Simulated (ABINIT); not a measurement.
# Zr2C (P6/mmm) in ABINIT: single point with LDA

Aim: the single point of Zr2C with LDA.

Everything below comes from runs of ABINIT 10.8.3 (patched build). Logs are shortened: lines on timing, memory, paths and dates and some standing lists are left out, and cuts for length are marked. The log counts tension as positive stress, the text compression.

## Step 1: Starting point

Symmetry: P6/mmm, No. 191, hexagonal system. The conventional cell has a = 4.541 Å, b = 4.541 Å, c = 2.756 Å, α = 90.00°, β = 90.00°, γ = 120.00°. Zr (site symmetry -6m2) is surrounded by 5 Zr at 2.62 to 2.76 Å and 6 C at 2.96 Å. Around C (site symmetry 6/mmm) lie 2 C at 2.76 Å and 12 Zr at 2.96 Å.

The cell was built by a generator and needn't be a form met in nature.

## Step 2: Single point, LDA

The input, run.abi:

```
# Pseudopotentials
pp_dirpath "./"
pseudos "Zr.upf, C.upf"

# Structure
acell 8.5819266333 8.5819215146 5.2089544735
rprim
     1.0000000000     0.0000000000     0.0000000000
    -0.5000002982     0.8660252316     0.0000000000
     0.0000000000     0.0000000000     1.0000000000
ntypat 2
znucl 40 6
natom 3
typat 1 1 2
xred
     0.3333300000     0.6666700000     0.0000000000
     0.6666700000     0.3333300000     0.0000000000
     0.0000000000     0.0000000000     0.5000000000

# Plane-wave basis
ecut 37.0

# k points
kptopt 1
ngkpt 5 5 8
nshiftk 1
shiftk 0.0 0.0 0.0

# Exchange and correlation
ixc 7

# Bands and occupations
nband 18
occopt 3
tsmear 0.00183747

# SCF cycle
nstep 100
tolvrs 1.0e-10

# Output
iomode 3
prtwf 0
prtden 0
prteig 0
prtebands 0
enunit 1
prtvol 2
```

Potentials or basis: PseudoDojo NC SR LDA v0.4 stringent.

Started as:

```bash
$ abinit run.abi > log 2>&1
```

run.abo:

```text
.Version 10.8.3 of ABINIT
 Symmetries : space group Cm m m (# 65); Bravais oC (1-face-center ortho.)
================================================================================
 Values of the parameters that define the memory need of the present run
     intxc =       0    ionmov =       0      iscf =       7    lmnmax =       6
     lnmax =       6     mgfft =      48  mpssoang =       3    mqgrid =    3001
     natom =       3  nloc_mem =       1    nspden =       1   nspinor =       1
    nsppol =       1      nsym =       8    n1xccc =    2501    ntypat =       2
    occopt =       3   xclevel =       1
       mpw =        3590          nfft =       69120          nkpt =          45
================================================================================
================================================================================

--------------------------------------------------------------------------------
------------- Echo of variables that govern the present computation ------------
--------------------------------------------------------------------------------
 -outvars: echo values of preprocessed input variables --------
            acell      8.5819240739E+00  8.5819240739E+00  5.2089544735E+00 Bohr
              amu      9.12240000E+01  1.20110000E+01
             ecut      3.70000000E+01 Hartree
           enunit           1
              ixc           7
         kptrlatt        5    0    0      0    5    0      0    0    8
          kptrlen      4.16716358E+01
            natom           3
            nband          18
            ngfft          48      48      30
             nkpt          45
            nstep         100
             nsym           8
           ntypat           2
           occopt           3
           prtden           0
        prtebands           0
           prteig           0
           prtvol           2
            prtwf           0
            rprim      1.0000000000E+00  1.7218527997E-07  0.0000000000E+00
                      -5.0000044732E-01  8.6602514552E-01  0.0000000000E+00
                       0.0000000000E+00  0.0000000000E+00  1.0000000000E+00
          spgroup          65
           tolvrs      1.00000000E-10
           tsmear      1.83747000E-03 Hartree
            typat      1  1  2
           xangst     -2.4061107995E-05  2.6219672233E+00  0.0000000000E+00
                       2.2707013509E+00  1.3109643380E+00  0.0000000000E+00
                       0.0000000000E+00  0.0000000000E+00  1.3782299991E+00
            xcart     -4.5468904397E-05  4.9547999631E+00  0.0000000000E+00
                       4.2910036669E+00  2.4773635596E+00  0.0000000000E+00
                       0.0000000000E+00  0.0000000000E+00  2.6044772368E+00
             xred      3.3333000000E-01  6.6667000000E-01  0.0000000000E+00
                       6.6667000000E-01  3.3333000000E-01  0.0000000000E+00
[... 326 lines left out ...]
 -37.70018  -37.17685  -16.61694  -16.44639  -14.94541  -14.75988  -14.75123  -14.40420
   0.59758    6.87190    7.87668    8.68316   10.25465   11.48536   11.65573   12.67924
  13.05838   14.05848
 kpt#   3, nband= 18, wtk=  0.02000, kpt=  0.4000  0.0000  0.0000 (reduced coord)
 -37.58169  -37.30362  -16.70416  -16.22334  -15.17561  -14.67791  -14.63518  -14.48896
   0.89013    6.48393    8.04376    9.29932    9.37150   10.37313   11.19782   12.65520
  13.85129   13.89599
 kpt#   4, nband= 18, wtk=  0.01000, kpt=  0.2000  0.2000  0.0000 (reduced coord)
 -37.61130  -37.27243  -16.71985  -16.21350  -15.18300  -14.69833  -14.62607  -14.46800
   0.82636    6.52535    8.08192    9.10679    9.75426   10.72752   11.01081   12.62700
  12.91161   14.45587
 kpt#   5, nband= 18, wtk=  0.02000, kpt=  0.4000  0.2000  0.0000 (reduced coord)
[... 148 lines left out ...]
 -37.35621  -37.02803  -16.55034  -16.43118  -16.19817  -15.95016  -14.96421  -14.44260
   2.55945    7.18755    7.48301    7.65558   10.36838   10.99556   11.49522   12.21773
  12.52297   12.52896
 kpt#  43, nband= 18, wtk=  0.01000, kpt= -0.2000  0.2000  0.5000 (reduced coord)
 -37.44232  -36.93555  -16.64445  -16.34054  -16.17620  -16.10031  -14.73609  -14.55516
   2.76487    6.95424    7.50303    7.90488   10.49396   10.72078   10.75919   11.60248
  13.10472   13.14581
 kpt#  44, nband= 18, wtk=  0.01000, kpt=  0.4000  0.4000  0.5000 (reduced coord)
 -37.25676  -37.13141  -16.48905  -16.44247  -16.30833  -15.70448  -15.21112  -14.37061
   2.41902    7.08506    7.32565    8.34003    9.62859   11.40425   11.49332   11.65442
  13.64366   13.72950
 kpt#  45, nband= 18, wtk=  0.01000, kpt= -0.4000  0.4000  0.5000 (reduced coord)
 -37.32755  -37.05819  -16.51904  -16.41914  -16.23037  -15.95010  -14.96293  -14.45130
   2.52729    6.89263    7.25908    8.41956   10.67011   10.71823   10.98873   12.20612
  12.37322   13.17343
 Total charge density [el/Bohr^3]
)     Maximum=    6.3233E-01  at reduced coord.    0.2708    0.7292    0.0000
)Next maximum=    6.3233E-01  at reduced coord.    0.7292    0.2708    0.0000
)     Minimum=    7.3353E-03  at reduced coord.    0.6667    0.3333    0.0000
)Next minimum=    7.3353E-03  at reduced coord.    0.3333    0.6667    0.0000
   Integrated=    2.8000E+01

--- !EnergyTerms
iteration_state     : {dtset: 1, }
comment             : Components of total free energy in Hartree
kinetic             :  3.29067190755219E+01
hartree             :  1.45964208705292E+01
xc                  : -2.20722059089002E+01
Ewald energy        : -8.40843580990243E+01
psp_core            :  3.54816241106381E+00
local_psp           : -6.24441543226862E+01
non_local_psp       :  1.03365933698202E+01
internal            : -1.07212822603676E+02
'-kT*entropy'       : -6.13013881204137E-04
total_energy        : -1.07213435617557E+02
total_energy_eV     : -2.91742620734796E+03
band_energy         : -8.93354688394993E+00
...

 Cartesian components of stress tensor (hartree/bohr^3)
  sigma(1 1)=  2.78270675E-04  sigma(3 2)=  0.00000000E+00
  sigma(2 2)=  2.78183104E-04  sigma(3 1)=  0.00000000E+00
  sigma(3 3)=  2.61246333E-04  sigma(2 1)= -7.58385037E-08

-Cartesian components of stress tensor (GPa)         [Pressure= -8.0192E+00 GPa]
- sigma(1 1)=  8.18700591E+00  sigma(3 2)=  0.00000000E+00
- sigma(2 2)=  8.18442949E+00  sigma(3 1)=  0.00000000E+00
- sigma(3 3)=  7.68613247E+00  sigma(2 1)= -2.23124581E-03

== END DATASET(S) ==============================================================
================================================================================

 -outvars: echo values of variables after computation  --------
            acell      8.5819240739E+00  8.5819240739E+00  5.2089544735E+00 Bohr
           etotal     -1.0721343562E+02
            fcart      1.5090319433E-06 -8.7123930582E-07 -0.0000000000E+00
                      -1.5090319433E-06  8.7123930582E-07 -0.0000000000E+00
                      -7.0586078938E-23 -3.5293039469E-23 -0.0000000000E+00
            rprim      1.0000000000E+00  1.7218527997E-07  0.0000000000E+00
                      -5.0000044732E-01  8.6602514552E-01  0.0000000000E+00
                       0.0000000000E+00  0.0000000000E+00  1.0000000000E+00
           strten      2.7827067496E-04  2.7818310406E-04  2.6124633273E-04
                       0.0000000000E+00  0.0000000000E+00 -7.5838503683E-08
           xangst     -2.4061107995E-05  2.6219672233E+00  0.0000000000E+00
                       2.2707013509E+00  1.3109643380E+00  0.0000000000E+00
                       0.0000000000E+00  0.0000000000E+00  1.3782299991E+00
             xred      3.3333000000E-01  6.6667000000E-01  0.0000000000E+00
                       6.6667000000E-01  3.3333000000E-01  0.0000000000E+00
                       0.0000000000E+00  0.0000000000E+00  5.0000000000E-01
 Calculation completed.
```

It took 73 s on 1 thread of Arm Neoverse V2, shared host; peak memory 0.11 GiB.

Results:

```
Free energy                                           : -2917.4262 eV
Pressure                                              : -8.0 GPa
Band gap on the k mesh                                : none (metal or under the smearing width)
Valence electrons inside the program's atomic spheres : Zr 8.58; C 3.16
```

Stress tensor (GPa, compression positive):
```
-8.19  0.00  0.00
 0.00 -8.18  0.00
 0.00  0.00 -7.69
```
